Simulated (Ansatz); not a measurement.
# wB97M-V/6-31G(d) (spherical functions) run of C6H10O (cyclohexanone)

What is the energy change on altering one bond length of C6H10O (cyclohexanone) at wB97M-V/6-31G* (spherical functions)? 

The calculation is run with Ansatz 0.2.0.

43 further runs of the same task are left out: 43 set aside as unsound or not needed.

## Step 1: The structure to begin with

C6H10O has 17 atoms, charge 0, and is taken as a singlet. As SMILES, `O=C1CCCCC1`. The coordinates come from a PBE0-D4/def2-TZVP relaxation. This is one conformer, not always the lowest.

Some bond lengths: O1–C2 1.206 Å, C2–C3 1.510 Å, C3–C4 1.529 Å, C4–C5 1.521 Å, C5–C6 1.521 Å, C2–C7 1.510 Å, C6–C7 1.529 Å, C3–H8 1.091 Å, C3–H9 1.098 Å, C4–H10 1.093 Å, C4–H11 1.096 Å, C5–H12 1.094 Å, C5–H13 1.097 Å, C6–H14 1.093 Å, C6–H15 1.096 Å, C7–H16 1.091 Å. Some angles: O1–C2–C3 122.5°, O1–C2–C7 122.5°, C3–C2–C7 115.1°, C2–C3–C4 111.6°, C3–C4–C5 111.5°, C4–C5–C6 111.1°, C5–C6–C7 111.5°, C2–C7–C6 111.6°, C2–C3–H8 108.6°, C2–C3–H9 107.3°.

## Step 2: The energy at wB97M-V/6-31G(d) (spherical functions)

File job.yaml:

```yaml
crystal:
  periodic: [false, false, false]
  atoms:
    - {symbol: O, position_ang: [-0.707050, -1.990720, 1.679970]}
    - {symbol: C, position_ang: [-0.276090, -1.006960, 1.130500]}
    - {symbol: C, position_ang: [1.071500, -0.983390, 0.450670]}
    - {symbol: C, position_ang: [0.978940, -0.413050, -0.965140]}
    - {symbol: C, position_ang: [0.278700, 0.937220, -0.977400]}
    - {symbol: C, position_ang: [-1.107560, 0.839550, -0.358990]}
    - {symbol: C, position_ang: [-1.047750, 0.288870, 1.066330]}
    - {symbol: H, position_ang: [1.486080, -1.992120, 0.464880]}
    - {symbol: H, position_ang: [1.728570, -0.341250, 1.052020]}
    - {symbol: H, position_ang: [1.980680, -0.333630, -1.395730]}
    - {symbol: H, position_ang: [0.422850, -1.114500, -1.597710]}
    - {symbol: H, position_ang: [0.207870, 1.314750, -2.001370]}
    - {symbol: H, position_ang: [0.878510, 1.664790, -0.416230]}
    - {symbol: H, position_ang: [-1.599670, 1.815780, -0.355610]}
    - {symbol: H, position_ang: [-1.731180, 0.178640, -0.971940]}
    - {symbol: H, position_ang: [-2.039630, 0.124490, 1.489130]}
    - {symbol: H, position_ang: [-0.524770, 1.011520, 1.706640]}
basis:
  gaussian:
    orbitals: 6-31G_st_-spherical.json
hamiltonian:
  xc: {name: wB97M-V}
accuracy: high
output: {orbitals: {seedname: orbitals}}
```

The basis set 6-31G* is read from a file made from the Basis Set Exchange's data (not shown).

On the command line:

```console
$ ansatz run job.yaml --threads 1 --pin off --max-ram 3480MiB --events-out events.jsonl --progress --plain --runs-dir runs
```

Log:

```text
Warning: RAYON_NUM_THREADS=1 ignored (pool sized by the plan → 1); use --threads N
Functional definition: wB97M-V
  name "wB97M-V"
  parameter omega = 0.3/bohr
  parameter cx = 0.15
  parameter cx01 = 1.007
  parameter cx10 = 0.259
  parameter css00 = 0.443
  parameter css04 = -1.437
  parameter css10 = -4.535
  parameter css20 = -3.390
  parameter css43 = 4.278
  parameter cos00 = 1.000
  parameter cos10 = 1.358
  parameter cos20 = 2.924
  parameter cos21 = -8.812
  parameter cos60 = -1.390
  parameter cos61 = 9.142
  parameter b = 6.0
  parameter c = 0.01
  gx(w, u) = 1 - cx + cx01*u + cx10*w
  gss(w, u) = css00 + css04*u^4 + css10*w + css20*w^2 + css43*w^4*u^3
  gos(w, u) = cos00 + cos10*w + (cos20 + cos21*u)*w^2 + (cos60 + cos61*u)*w^6
  exchange = spin_sum(e_x_unif_sr(omega)*gx(b97_w, b97_u_x)) + cx*exact_x_sr(omega) + exact_x_lr(omega)
  correlation = spin_sum(e_c_pw_mod_same_spin*gss(b97_w, b97_u_same))
      + integral(e_c_pw_mod_opposite_spin*gos(b97_w_opposite, b97_u_opposite)) + vv10(b, c)
3057 factors; integrals over basis functions are off by at most 3.6e-9 eV
467 factors; integrals over basis functions are off by at most 1.5e-9 eV
mean field evaluation 1: about -8423.1364 eV, gradient 4.9e1 eV
mean field evaluation 2: about -8423.7913 eV, gradient 5.1e1 eV
mean field evaluation 4: about -8428.2463 eV, gradient 2.7e0 eV
mean field evaluation 8: about -8428.5321 eV, gradient 1.6e-1 eV
mean field evaluation 16: about -8428.5322 eV, gradient 6.5e-5 eV
mean field -8428.53216137 eV, -309.7428438662 hartree, gradient 4.0e-8 eV, S^2 0.000000; 0 other end points of the search recorded, 0 dependent functions left out
reference -8428.53216498 eV, -309.7428439987 hartree; 27, 27 occupied and 91, 91 virtual orbitals, 3057 factors
Total energy: -8428.53216498 eV, -309.7428439987 hartree
```

Wall time 3.3 min (1 thread of Arm Neoverse V1, shared host); peak memory 0.99 GiB.

## Step 3: The distorted shape at the same level

File input.yaml:

```yaml
crystal:
  periodic: [false, false, false]
  atoms:
    - {symbol: O, position_ang: [-0.623638, -1.885505, 1.774854]}
    - {symbol: C, position_ang: [-0.192678, -0.901745, 1.225384]}
    - {symbol: C, position_ang: [1.154912, -0.878175, 0.545554]}
    - {symbol: C, position_ang: [1.062352, -0.307835, -0.870256]}
    - {symbol: C, position_ang: [0.362112, 1.042435, -0.882516]}
    - {symbol: C, position_ang: [-1.024148, 0.944765, -0.264106]}
    - {symbol: C, position_ang: [-0.964338, 0.394085, 1.161214]}
    - {symbol: H, position_ang: [1.569492, -1.886905, 0.559764]}
    - {symbol: H, position_ang: [1.811982, -0.236035, 1.146904]}
    - {symbol: H, position_ang: [2.064092, -0.228415, -1.300846]}
    - {symbol: H, position_ang: [0.422850, -1.114500, -1.597710]}
    - {symbol: H, position_ang: [0.291282, 1.419965, -1.906486]}
    - {symbol: H, position_ang: [0.961922, 1.770005, -0.321346]}
    - {symbol: H, position_ang: [-1.516258, 1.920995, -0.260726]}
    - {symbol: H, position_ang: [-1.647768, 0.283855, -0.877056]}
    - {symbol: H, position_ang: [-1.956218, 0.229705, 1.584014]}
    - {symbol: H, position_ang: [-0.441358, 1.116735, 1.801524]}
basis:
  gaussian:
    orbitals: 6-31G_st_-spherical.json
output:
  orbitals: {seedname: orbitals}
accuracy: high
hamiltonian:
  xc: {name: wB97M-V}
```

The basis set 6-31G* is read from a file made from the Basis Set Exchange's data (not shown).

On the command line:

```console
$ ansatz run input.yaml --threads 1 --pin off --max-ram 3480MiB --events-out events.jsonl --progress --plain --runs-dir runs
```

Log:

```text
Warning: RAYON_NUM_THREADS=1 ignored (pool sized by the plan → 1); use --threads N
[... 19 set-up lines as earlier in the session ...]
  gx(w, u) = 1 - cx + cx01*u + cx10*w
  gss(w, u) = css00 + css04*u^4 + css10*w + css20*w^2 + css43*w^4*u^3
  gos(w, u) = cos00 + cos10*w + (cos20 + cos21*u)*w^2 + (cos60 + cos61*u)*w^6
[... 2 set-up lines as earlier in the session ...]
      + integral(e_c_pw_mod_opposite_spin*gos(b97_w_opposite, b97_u_opposite)) + vv10(b, c)
3063 factors; integrals over basis functions are off by at most 3.5e-9 eV
467 factors; integrals over basis functions are off by at most 1.5e-9 eV
mean field evaluation 1: about -8422.8710 eV, gradient 4.9e1 eV
mean field evaluation 2: about -8423.4884 eV, gradient 5.1e1 eV
mean field evaluation 4: about -8427.9381 eV, gradient 2.7e0 eV
mean field evaluation 8: about -8428.2184 eV, gradient 1.8e-1 eV
mean field evaluation 16: about -8428.2185 eV, gradient 9.2e-5 eV
mean field -8428.21853457 eV, -309.7313182936 hartree, gradient 2.7e-8 eV, S^2 0.000000; 0 other end points of the search recorded, 0 dependent functions left out
reference -8428.21853820 eV, -309.7313184271 hartree; 27, 27 occupied and 91, 91 virtual orbitals, 3063 factors
Total energy: -8428.21853820 eV, -309.7313184271 hartree
```

Run time: 3.4 min. Hardware: 1 thread of Arm Neoverse V1, shared host; peak memory 0.99 GiB.

## Step 4: Outcome

At wB97M-V/6-31G* (spherical functions):

| quantity | value |
| --- | --- |
| first shape: total energy | -309.74284 Eh |
| first shape: HOMO energy | -9.00 eV |
| first shape: LUMO energy | 2.31 eV |
| first shape: HOMO–LUMO gap | 11.31 eV |
| distorted shape: total energy | -309.73132 Eh |
| distorted shape: HOMO energy | -9.02 eV |
| distorted shape: LUMO energy | 2.30 eV |
| distorted shape: HOMO–LUMO gap | 11.32 eV |
| energy change with the C4–H11 bond stretched from 1.096 to 1.261 Å | 0.314 eV |

With the C4–H11 bond stretched from 1.096 to 1.261 Å the energy rises by 0.31 eV (7.2 kcal/mol). The first shape isn't relaxed at this level, so the change isn't measured from a minimum.
